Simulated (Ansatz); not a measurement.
**BCNF2 (SMILES N#CB(F)F), step by step**

Aim: a series of 24 runs (HF/STO-3G, UHF/STO-3G, HF/3-21G, UHF/3-21G, HF/6-31G*, UHF/6-31G*, B3LYP/6-31G*, UB3LYP/6-31G*, and more) of CBF2N. 

Program for the calculation: Ansatz 0.2.0.

### 1 The structure to begin with

BCNF2 has 5 atoms, charge 0, and is taken as a singlet. SMILES: `N#CB(F)F`. Geometry: relaxed at PBE0-D4/def2-TZVP. The run starts from this shape.

Bond lengths: N1–C2 1.150 Å, C2–B3 1.543 Å, B3–F4 1.306 Å, B3–F5 1.306 Å. Angles: N1–C2–B3 180.0°, C2–B3–F4 119.9°, C2–B3–F5 119.9°, F4–B3–F5 120.2°.

### 2 A structure relaxation at HF/STO-3G (start density atoms) (run 1)

run.yaml reads:

```yaml
crystal:
  periodic: [false, false, false]
  atoms:
    - symbol: N
      position_ang: [-0.715100, 1.789700, 0.801000]
    - symbol: C
      position_ang: [-0.319400, 0.804800, 0.359300]
    - symbol: B
      position_ang: [0.212000, -0.517400, -0.233800]
    - symbol: F
      position_ang: [1.451200, -0.872800, -0.026200]
    - symbol: F
      position_ang: [-0.578700, -1.277900, -0.941900]
basis:
  gaussian:
    orbitals: STO-3G
output: {orbitals: {seedname: orbitals}}
relax:
  f_tol: 0.002
hamiltonian:
  xc: hf
```

Launch:

```console
$ ansatz run run.yaml --threads 1 --pin off --max-ram 3480MiB --events-out events.jsonl --progress --plain --runs-dir runs
```

Output:

```text
Warning: RAYON_NUM_THREADS=1 ignored (pool sized by the plan → 1); use --threads N
The last accepted step is kept in runs//last_step.txt (removed where the run ends without a failure and the disk answers)
[... 43 lines left out ...]
Total energy: -8481.88814510 eV, -311.7036401021 hartree
[... 5 lines left out ...]
Dipole moment:     0.155030    -0.385706    -0.173068 e Å
```

It took 2.7 s on 1 thread of Arm Neoverse V1, shared host; peak memory 0.094 GiB.

Steps, from the record of the run:

```csv
step,energy from the first frame kept (eV),largest force (eV/Å)
1,0.0000,1.1977
2,-0.0109,0.6081
3,-0.0116,0.1354
4,-0.0104,0.4844
5,-0.0121,0.0011
```

After the run. Bond lengths: N1–C2 1.157 Å, C2–B3 1.560 Å, B3–F4 1.299 Å, B3–F5 1.299 Å. Angles: N1–C2–B3 180.0°, C2–B3–F4 120.2°, C2–B3–F5 120.2°, F4–B3–F5 119.7°.

### 3 Vibrational wavenumbers at HF/STO-3G (start density atoms) (run 2)

in.yaml reads:

```yaml
basis:
  gaussian: {orbitals: STO-3G}
crystal:
  periodic: [false, false, false]
  atoms:
    - {symbol: "N", position_ang: [-0.720790, 1.803681, 0.807361]}
    - {symbol: C, position_ang: [-0.322563, 0.812752, 0.362854]}
    - {symbol: B, position_ang: [0.214580, -0.523720, -0.236687]}
    - {symbol: F, position_ang: [1.446659, -0.882151, -0.033185]}
    - {symbol: F, position_ang: [-0.567885, -1.284161, -0.941943]}
hamiltonian: {xc: hf}
phonons: {temperatures: {t_min: 298.15, t_max: 298.15, t_step: 1}}
```

Launch:

```console
$ ansatz run in.yaml --threads 1 --pin off --max-ram 3480MiB --events-out events.jsonl --progress --plain --runs-dir runs
```

Output:

```text
Warning: RAYON_NUM_THREADS=1 ignored (pool sized by the plan → 1); use --threads N
[... 169 lines left out ...]
Total energy: -8481.88814050 eV, -311.7036399331 hartree
[... 5 lines left out ...]
Dipole moment:     0.155031    -0.385705    -0.173067 e Å
Vibrations: 205.60 303.19 486.16 619.25 757.04 797.41 1469.47 1724.93 2701.40 cm⁻¹, zero-point energy 0.561924 eV
```

Wall time 7.8 s (1 thread of Arm Neoverse V1, shared host); peak memory 0.094 GiB.

Runs 3 to 14 aren't shown in full; the table further down has their settings and results.

### 4 The doublet cation: a single-point energy at UB3LYP/6-31G(d) (Cartesian functions, start density atoms) (run 15)

molecule.yaml reads:

```yaml
crystal:
  periodic: [false, false, false]
  atoms:
    - symbol: "N"
      position_ang: [-0.719245, 1.799624, 0.805743]
    - symbol: C
      position_ang: [-0.319427, 0.804840, 0.359390]
    - symbol: B
      position_ang: [0.212371, -0.518178, -0.234248]
    - symbol: F
      position_ang: [1.458512, -0.876323, -0.025957]
    - symbol: F
      position_ang: [-0.582212, -1.283563, -0.946528]
basis:
  gaussian:
    orbitals: "6-31G*"
total_charge: 1
magnetization:
  spin_polarized: true
  initial_magnetization: 1
hamiltonian:
  xc: {name: B3LYP}
```

Launch:

```console
$ ansatz run molecule.yaml --threads 1 --pin off --max-ram 3480MiB --events-out events.jsonl --progress --plain --runs-dir runs
```

Output:

```text
Warning: RAYON_NUM_THREADS=1 ignored (pool sized by the plan → 1); use --threads N
Functional definition: B3LYP
  name "B3LYP"
  parameter a0 = 0.2
  parameter ax = 0.72
  parameter ac = 0.81
  exchange = (1 - a0 - ax)*slater_x + ax*b88_x + a0*exact_x
  correlation = (1 - ac)*vwn_rpa_c + ac*lyp_c
671 factors; integrals over basis functions are off by at most 8.5e-4 eV
mean field evaluation 1: about -8618.6506 eV, gradient 5.0e1 eV
mean field evaluation 2: about -8584.0954 eV, gradient 1.1e2 eV
mean field evaluation 4: about -8625.7367 eV, gradient 8.7e0 eV
mean field evaluation 8: about -8626.2235 eV, gradient 6.2e-1 eV
mean field evaluation 16: about -8626.2255 eV, gradient 1.5e-3 eV
mean field evaluation 32: about -8626.2255 eV, gradient 2.2e-5 eV
mean field -8626.22546926 eV, -317.0079389296 hartree, gradient 5.9e-6 eV, S^2 0.752780; 4 other end points of the search recorded, 0 dependent functions left out
reference -8626.22560379 eV, -317.0079438735 hartree; 18, 17 occupied and 57, 58 virtual orbitals, 671 factors
Total energy: -8626.22560379 eV, -317.0079438735 hartree
```

Run time: 7.2 s. Hardware: 1 thread of Arm Neoverse V1, shared host; peak memory 0.14 GiB.

Runs 16 to 23 aren't shown in full; the table further down has their settings and results.

### 5 Vibrational wavenumbers at CCSD/cc-pVDZ (start density atoms) (run 24)

run.yaml reads:

```yaml
crystal:
  periodic: [false, false, false]
  atoms:
    - {symbol: N, position_ang: [-0.725758, 1.816074, 0.812886]}
    - {symbol: C, position_ang: [-0.322424, 0.812430, 0.362689]}
    - {symbol: B, position_ang: [0.214234, -0.522917, -0.236274]}
    - {symbol: F, position_ang: [1.468225, -0.884803, -0.027511]}
    - {symbol: F, position_ang: [-0.584277, -1.294384, -0.953390]}
basis:
  gaussian:
    orbitals: cc-pVDZ
correlation:
  method: ccsd
accuracy: high
scf:
  omitted_lower_state_checks: [cluster_reference]
phonons:
  temperatures: {t_min: 298.15, t_max: 298.15, t_step: 1}
```

Launch:

```console
$ ansatz run run.yaml --threads 1 --pin off --max-ram 3480MiB --events-out events.jsonl --progress --plain --runs-dir runs
```

Output:

```text
Warning: RAYON_NUM_THREADS=1 ignored (pool sized by the plan → 1); use --threads N
[... 69 lines left out ...]
5 core orbitals not correlated: weight in the atoms' cores, before any rotation towards them, 1.000 or more for the frozen orbitals, at most 0.000 for the correlated occupied ones
[... 294 lines left out ...]
5 core orbitals not correlated: weight in the atoms' cores, before any rotation towards them, 1.000 or more for the frozen orbitals, at most 0.000 for the correlated occupied ones
[... 293 lines left out ...]
5 core orbitals not correlated: weight in the atoms' cores, before any rotation towards them, 1.000 or more for the frozen orbitals, at most 0.000 for the correlated occupied ones
[... 269 lines left out ...]
Dipole moment:     0.119899    -0.298350    -0.133829 e Å
[... 1 line left out ...]
Checks for a lower state left out: cluster_reference
```

Run time: 12 min. Hardware: 1 thread of Arm Neoverse V1, shared host; peak memory 0.41 GiB.

### 6 The series

```csv
run,level,task,walk f tol,partner,energy (Eh),dipole moment (D),wall time
1,HF/STO-3G (start density atoms),optimise,0.002,base,-311.703640,2.16,2.7 s
2,HF/STO-3G (start density atoms),frequencies,–,base,-311.703640,2.16,7.8 s
3,UHF/STO-3G (start density atoms),energy,–,cation,-311.326089,–,0.48 s
4,UHF/STO-3G (start density atoms),optimise,–,cation,-311.342540,–,5.1 s
5,HF/3-21G (start density atoms),optimise,0.002,base,-314.298154,0.99,3.9 s
6,HF/3-21G (start density atoms),frequencies,–,base,-314.298155,0.99,9.9 s
7,UHF/3-21G (start density atoms),energy,–,cation,-313.833295,–,0.8 s
8,UHF/3-21G (start density atoms),optimise,–,cation,-313.841668,–,6.9 s
9,"HF/6-31G* (Cartesian functions, start density atoms)",optimise,0.002,base,-316.007873,1.95,7.5 s
10,"HF/6-31G* (Cartesian functions, start density atoms)",frequencies,–,base,-316.007873,1.95,23 s
11,"UHF/6-31G* (Cartesian functions, start density atoms)",energy,–,cation,-315.558001,–,5.1 s
12,"UHF/6-31G* (Cartesian functions, start density atoms)",optimise,–,cation,-315.575535,–,22 s
13,"B3LYP/6-31G* (Cartesian functions, start density atoms)",optimise,0.002,base,-317.497774,1.83,14 s
14,"B3LYP/6-31G* (Cartesian functions, start density atoms)",frequencies,–,base,-317.497774,1.83,46 s
15,"UB3LYP/6-31G* (Cartesian functions, start density atoms)",energy,–,cation,-317.007944,–,7.2 s
16,"UB3LYP/6-31G* (Cartesian functions, start density atoms)",optimise,–,cation,-317.019692,–,40 s
17,PBE/def2-SVP (start density atoms),optimise,0.002,base,-316.923713,1.68,9.6 s
18,PBE/def2-SVP (start density atoms),frequencies,–,base,-316.923713,1.68,18 s
19,UPBE/def2-SVP (start density atoms),energy,–,cation,-316.440326,–,28 s
20,UPBE/def2-SVP (start density atoms),optimise,–,cation,-316.447440,–,71 s
21,"MP2/6-31G* (Cartesian functions, start density atoms)",optimise,0.002,base,-316.699716,1.79,13 s
22,"MP2/6-31G* (Cartesian functions, start density atoms)",frequencies,–,base,-316.699716,1.79,47 s
23,CCSD/cc-pVDZ (start density atoms),optimise,0.002,base,-316.751279,1.67,2.9 min
24,CCSD/cc-pVDZ (start density atoms),frequencies,–,base,-316.751279,1.67,12 min
```

### 7 What came out

```
                                                                             quantity          value
                                                   run 24, CCSD/cc-pVDZ: total energy  -316.75128 Eh
                             run 24, CCSD/cc-pVDZ: dipole moment (correlated density)         1.67 D
                    run 24, CCSD/cc-pVDZ: correlation energy (5 core orbitals frozen)     -735.7 mEh
                                                  run 24, CCSD/cc-pVDZ: T1 diagnostic          0.015
                                       run 24, CCSD/cc-pVDZ: largest force on an atom     0.001 eV/Å
                                     run 24, CCSD/cc-pVDZ: lowest harmonic wavenumber       169 cm⁻¹
                                    run 24, CCSD/cc-pVDZ: highest harmonic wavenumber      2324 cm⁻¹
                                              run 24, CCSD/cc-pVDZ: zero-point energy    47.3 kJ/mol
                         vertical ionisation energy (to the doublet cation), HF/3-21G      12.649 eV
                        vertical ionisation energy (to the doublet cation), HF/6-31G*      12.242 eV
                     vertical ionisation energy (to the doublet cation), B3LYP/6-31G*      13.329 eV
   adiabatic ionisation energy (to the doublet cation, no zero-point term), HF/STO-3G       9.826 eV
    adiabatic ionisation energy (to the doublet cation, no zero-point term), HF/3-21G      12.422 eV
   adiabatic ionisation energy (to the doublet cation, no zero-point term), HF/6-31G*      11.765 eV
adiabatic ionisation energy (to the doublet cation, no zero-point term), B3LYP/6-31G*      13.009 eV
adiabatic ionisation energy (to the doublet cation, no zero-point term), PBE/def2-SVP      12.960 eV
```

At HF/3-21G: the vertical ionisation energy comes to 12.65 eV (292 kcal/mol). Its partner is spin-contaminated (⟨S²⟩ = 1.15 against 0.75), so the difference is in doubt. At HF/6-31G*: removing an electron at fixed nuclei costs 12.24 eV (1181 kJ/mol). At B3LYP/6-31G*: the vertical ionisation energy comes to 13.33 eV (307 kcal/mol). At HF/STO-3G: the adiabatic ionisation energy (to the doublet cation, no zero-point term) is 9.83 eV (227 kcal/mol). Its partner is spin-contaminated (⟨S²⟩ = 1.35 against 0.75), so the difference is in doubt. Totals of different functionals can't be ranked against each other. In runs 21, 22 the log says that unrestricted orbitals would lower the reference, so the values rest on an unstable closed-shell determinant (other closed-shell runs at this shape may share the fault). In runs 1, 2, 3, 4 the basis is minimal, so the values are rough. Spin contamination of the reference: run 4 ⟨S²⟩ = 1.35, run 8 ⟨S²⟩ = 1.19, run 3 ⟨S²⟩ = 1.15, run 7 ⟨S²⟩ = 1.15. All runs together took 22 min, the longest 12 min.
